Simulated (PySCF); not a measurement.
# [BrF2]+: one geometry, several methods

How much do the numbers for [BrF2]+ (singlet) hang on the method? All levels run at one geometry, the PBE0 minimum.

Method: several methods, basis Br def2-TZVP, F def2-TZVP, no relativity, density fitting; program: PySCF 2.14.0.

## Step 1: The system as given

3 atoms, charge 1, spin multiplicity 1.

Bond lengths: Br1–F2 1.676 Å, Br1–F3 1.676 Å. Angles: F2–Br1–F3 99.0°.

Z-matrix (Å, degrees; charge 1 multiplicity 1):
```
Br
F  1 1.6763
F  1 1.6763 2 99.02
```

## Step 2: PBE0

The steps are one call of a driver around PySCF; scf.py gives each level's set-up. Each SCF starts from the density of the minimum. The driver also runs the species with one electron less or more at the same geometry (one less: multiplicity 2, one more: multiplicity 2); their logs are not shown.

File scf.py:

```python
from pyscf import gto, scf, dft
mol = gto.M(atom='''
Br    -0.000000    -0.000000    -0.352409
F      1.274885    -0.000000     0.736004
F     -1.274885     0.000000     0.736004''',
    basis={'Br': 'def2-TZVP', 'F': 'def2-TZVP'},
    charge=1, spin=0)
mf = dft.RKS(mol, xc='PBE0')
mf.grids.atom_grid = (75, 302)
aux = {'Br': 'def2-universal-JKFIT', 'F': 'def2-universal-JKFIT'}
mf = mf.density_fit(auxbasis=aux)
mf.kernel()
```

The log of the run:

```text
init E= -2772.92591801424
  HOMO = -0.629039643886841  LUMO = -0.418119778911315  gap/eV = 5.73942
cycle= 1 E= -2772.92591801424  delta_E= -2.27e-12  |g|= 4.11e-07  |ddm|= 3.08e-07
  HOMO = -0.629039642603018  LUMO = -0.418119771304358  gap/eV = 5.73942
Extra cycle  E= -2772.92591801424  delta_E= 2.27e-12  |g|= 8.1e-07  |ddm|= 5.82e-07
converged SCF energy = -2772.92591801424
```

This level, with the species of one electron less or more, needed 8.2 s of wall time on 2 threads, shared host.

* energy: -2772.925918 Eh
* one electron less (charge +2): -2772.183658 Eh (doublet, ⟨S²⟩ 0.75)
* one electron more (charge +0): -2773.240431 Eh (doublet, ⟨S²⟩ 0.75)
* Mulliken charge of Br1: +1.08 e

## Step 3: HF

scf.py: that of step 2 with these lines changed.

```diff
@@ -8,2 +8 @@
-mf = dft.RKS(mol, xc='PBE0')
-mf.grids.atom_grid = (75, 302)
+mf = scf.RHF(mol)
```

The log of the run:

```text
init E= -2770.82043078124
  HOMO = -0.759538271408054  LUMO = -0.257092164436141  gap/eV = 13.67225
cycle= 1 E= -2770.84846502761  delta_E= -0.028  |g|= 0.0932  |ddm|= 0.253
  HOMO = -0.777508213394213  LUMO = -0.265582163394065  gap/eV = 13.93022
cycle= 2 E= -2770.85011661068  delta_E= -0.00165  |g|= 0.0388  |ddm|= 0.085
  HOMO = -0.775292416388687  LUMO = -0.262104902100412  gap/eV = 13.96454
cycle= 3 E= -2770.85043279975  delta_E= -0.000316  |g|= 0.0174  |ddm|= 0.0251
  HOMO = -0.775002130147612  LUMO = -0.260670518239705  gap/eV = 13.99568
cycle= 4 E= -2770.85052395913  delta_E= -9.12e-05  |g|= 0.00558  |ddm|= 0.0147
  HOMO = -0.774740005455278  LUMO = -0.260137334140246  gap/eV = 14.00305
cycle= 5 E= -2770.85054090274  delta_E= -1.69e-05  |g|= 0.00198  |ddm|= 0.00709
  HOMO = -0.774682512231706  LUMO = -0.26013066672014  gap/eV = 14.00167
cycle= 6 E= -2770.85054415569  delta_E= -3.25e-06  |g|= 0.000654  |ddm|= 0.00366
  HOMO = -0.774538880387944  LUMO = -0.260033354910322  gap/eV = 14.00041
cycle= 7 E= -2770.85054438304  delta_E= -2.27e-07  |g|= 0.00013  |ddm|= 0.001
  HOMO = -0.774540612396919  LUMO = -0.260038964930017  gap/eV = 14.00030
cycle= 8 E= -2770.85054439482  delta_E= -1.18e-08  |g|= 3.18e-05  |ddm|= 0.000233
  HOMO = -0.774540610780818  LUMO = -0.260039971739663  gap/eV = 14.00028
cycle= 9 E= -2770.85054439549  delta_E= -6.73e-10  |g|= 9.08e-06  |ddm|= 4.51e-05
  HOMO = -0.774540454228756  LUMO = -0.260039310820936  gap/eV = 14.00029
Extra cycle  E= -2770.85054439553  delta_E= -3.46e-11  |g|= 4.94e-06  |ddm|= 9.01e-06
converged SCF energy = -2770.85054439553
```

This level, with the species of one electron less or more, took 4.5 s.

| Item | Value |
| --- | --- |
| energy | -2770.850544 Eh |
| one electron less (charge +2) | -2770.113560 Eh (doublet, ⟨S²⟩ 0.76) |
| one electron more (charge +0) | -2771.148586 Eh (doublet, ⟨S²⟩ 0.77) |
| Mulliken charge of Br1 | +1.23 e |

## Step 4: PBE

scf.py: that of step 3 with these lines changed.

```diff
@@ -8 +8,2 @@
-mf = scf.RHF(mol)
+mf = dft.RKS(mol, xc='PBE')
+mf.grids.atom_grid = (75, 302)
```

The log of the run:

```text
init E= -2772.85598682828
  HOMO = -0.565353809896102  LUMO = -0.457278577758404  gap/eV = 2.94088
cycle= 1 E= -2772.8587726111  delta_E= -0.00279  |g|= 0.0938  |ddm|= 0.164
  HOMO = -0.564849000133641  LUMO = -0.454485378058048  gap/eV = 3.00315
cycle= 2 E= -2772.85043508767  delta_E= 0.00834  |g|= 0.239  |ddm|= 0.178
  HOMO = -0.564923950707772  LUMO = -0.455609397391303  gap/eV = 2.97460
cycle= 3 E= -2772.86035077848  delta_E= -0.00992  |g|= 0.0216  |ddm|= 0.12
  HOMO = -0.565662977361768  LUMO = -0.456361195029872  gap/eV = 2.97425
cycle= 4 E= -2772.86037990139  delta_E= -2.91e-05  |g|= 0.00343  |ddm|= 0.00949
  HOMO = -0.565759091321134  LUMO = -0.456505406721832  gap/eV = 2.97294
cycle= 5 E= -2772.86038207605  delta_E= -2.17e-06  |g|= 0.00035  |ddm|= 0.00242
  HOMO = -0.565702328008932  LUMO = -0.456440524949032  gap/eV = 2.97317
cycle= 6 E= -2772.86038210579  delta_E= -2.97e-08  |g|= 3.76e-05  |ddm|= 0.000362
  HOMO = -0.565702562376671  LUMO = -0.456441987411758  gap/eV = 2.97313
cycle= 7 E= -2772.86038210593  delta_E= -1.4e-10  |g|= 7e-06  |ddm|= 1.6e-05
  HOMO = -0.565702441979084  LUMO = -0.45644204410059  gap/eV = 2.97313
Extra cycle  E= -2772.86038210593  delta_E= 5.46e-12  |g|= 9.92e-06  |ddm|= 9.7e-06
converged SCF energy = -2772.86038210593
```

This level, with the species of one electron less or more, took 19 s.

```
energy                        : -2772.860382 Eh
one electron less (charge +2) : -2772.136233 Eh (doublet, ⟨S²⟩ 0.75)
one electron more (charge +0) : -2773.167148 Eh (doublet, ⟨S²⟩ 0.75)
Mulliken charge of Br1        : +1.03 e
```

## Step 5: r2SCAN

scf.py: that of step 4 with these lines changed.

```diff
@@ -8,2 +8,2 @@
-mf = dft.RKS(mol, xc='PBE')
-mf.grids.atom_grid = (75, 302)
+mf = dft.RKS(mol, xc='R2SCAN')
+mf.grids.atom_grid = (90, 434)
```

The log of the run:

```text
init E= -2773.31704423098
  HOMO = -0.583664607306389  LUMO = -0.456340699071307  gap/eV = 3.46466
cycle= 1 E= -2773.31853739777  delta_E= -0.00149  |g|= 0.0226  |ddm|= 0.123
  HOMO = -0.579077100893187  LUMO = -0.451574728825304  gap/eV = 3.46952
cycle= 2 E= -2773.31813969889  delta_E= 0.000398  |g|= 0.0533  |ddm|= 0.0515
  HOMO = -0.579777576663062  LUMO = -0.452642429217417  gap/eV = 3.45952
cycle= 3 E= -2773.31866082753  delta_E= -0.000521  |g|= 0.00489  |ddm|= 0.0284
  HOMO = -0.58075578707782  LUMO = -0.453706627232725  gap/eV = 3.45718
cycle= 4 E= -2773.31866552168  delta_E= -4.69e-06  |g|= 0.000996  |ddm|= 0.00448
  HOMO = -0.580708069476628  LUMO = -0.453657622853346  gap/eV = 3.45722
cycle= 5 E= -2773.31866564445  delta_E= -1.23e-07  |g|= 0.000159  |ddm|= 0.00053
  HOMO = -0.580704528838638  LUMO = -0.453648306303566  gap/eV = 3.45738
cycle= 6 E= -2773.31866564821  delta_E= -3.77e-09  |g|= 2.96e-05  |ddm|= 9.95e-05
  HOMO = -0.580701173407917  LUMO = -0.453646405180145  gap/eV = 3.45734
Extra cycle  E= -2773.31866564772  delta_E= 4.9e-10  |g|= 6.33e-05  |ddm|= 5.2e-05
converged SCF energy = -2773.31866564772
```

This level, with the species of one electron less or more, took 41 s.

```
energy                        : -2773.318666 Eh
one electron less (charge +2) : -2772.584884 Eh (doublet, ⟨S²⟩ 0.75)
one electron more (charge +0) : -2773.632345 Eh (doublet, ⟨S²⟩ 0.75)
Mulliken charge of Br1        : +1.07 e
```

The dipole of an ion depends on the origin, here the centre of mass.

## Step 6: All levels side by side

| level | vertical ionisation energy (eV) | vertical electron affinity (eV) | −ε(HOMO) (eV) | gap (eV) | dipole (D) | wall time |
| --- | --- | --- | --- | --- | --- | --- |
| PBE0 | 20.20 | 8.56 | 17.12 | 5.74 | 1.89 | 8.2 s |
| HF | 20.05 | 8.11 | 21.08 | 14.00 | 2.27 | 4.5 s |
| PBE | 19.71 | 8.35 | 15.39 | 2.97 | 1.71 | 19 s |
| r2SCAN | 19.97 | 8.54 | 15.80 | 3.46 | 1.75 | 41 s |

Times are for 2 threads, shared host; PBE0 starts from its own converged density, so its time is not comparable. A dash stands where a species or a free atom was not run at that level, or the quantity is not defined.

## Step 7: Outcome

| quantity | value |
| --- | --- |
| vertical ionisation energy, range | 19.71 (PBE) to 20.20 (PBE0) eV |
| vertical electron affinity, range | 8.11 (HF) to 8.56 (PBE0) eV |
| orbital gap, range | 2.97 (PBE) to 14.00 (HF) eV |

**Reading.** The vertical ionisation energy spreads over 0.49 eV, from PBE to PBE0; without a CCSD(T) value for it there is no yardstick here.
